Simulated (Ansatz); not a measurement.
# Si2W (MoSi2 type): the cost of one run

Program: Ansatz 0.2.0. Level of theory: DFT LDA, with the methods named in each step. These are calculated values, not measurements.

1 further run of the same task is left out (it didn't finish). Runs told in other sessions of the task aren't counted.

**1. The starting structure**

It takes space group I4/mmm (No. 139, tetragonal). The conventional cell has a = 3.185 Å, b = 3.185 Å, c = 7.772 Å, α = 90.00°, β = 90.00°, γ = 90.00°. W (site symmetry 4/mmm) is surrounded by 10 Si at 2.59 to 2.60 Å. Around Si (site symmetry 4mm) lie 5 Si at 2.57 to 2.61 Å and 5 W at 2.59 to 2.60 Å.

Structure file:

```
W Si
1.0
    -1.59255    1.59255    3.88589
     1.59255   -1.59255    3.88589
     1.59255    1.59255   -3.88589
W Si
1 2
Direct
  0.00000 0.00000 0.00000
  0.33465 0.33465 0.00000
  0.66535 0.66535 0.00000
```

Whether this phase is the stable one at these pressures isn't tested.

Atoms are numbered in the order of the input: W1, Si2, Si3.

**2. The reference volume, LAPW**

input.yaml reads:

```yaml
crystal:
  lattice:
    - [-1.5925534336, 1.5925534336, 3.885886239]
    - [1.5925534336, -1.5925534336, 3.885886239]
    - [1.5925534336, 1.5925534336, -3.885886239]
  atoms:
    - { symbol: W, position: [0.0, 0.0, 0.0] }
    - { symbol: Si, position: [0.3346524719, 0.3346524719, 0.0] }
    - { symbol: Si, position: [-0.3346524719, -0.3346524719, 0.0] }
kpoints:
  mp_grid: { grid: [14, 14, 14] }
  band_path:
    path:
      - [0.0, 0.0, 0.0]
      - [0.0, 0.0, 0.5]
      - [0.25, 0.25, 0.25]
      - [0.0, 0.5, 0.0]
      - [0.0, 0.0, 0.0]
      - [0.5, 0.5, -0.5]
      - [0.2919901929, 0.7080098071, -0.2919901929]
      - [-0.2919901929, 0.2919901929, 0.2919901929]
      - [0.0, 0.0, 0.0]
    npoints: 14
scf:
  occupations: { method: fermi_dirac, width: 0.08 }
hamiltonian:
  xc: lda
  pseudopotentials: { kind: all_electron, lapw: { basis_error: 0.001 } }
output:
  forces: true
  stress: true
  eigenvalues: true
  populations: true
  dos: { projected: true, de: 0.2, e_range: [-14, 8] }
```

Command:

```bash
> ansatz run input.yaml --threads 1 --pin off --max-ram 3072MiB --backend cpu --events-out ev --progress --plain --runs-dir out
```

**Question.** How long does this run take on 1 thread of Intel Xeon at 2.50GHz (Skylake/Cascade Lake), shared host, and how much memory does it need?

About 3.8 min, with a peak of 0.98 GiB.
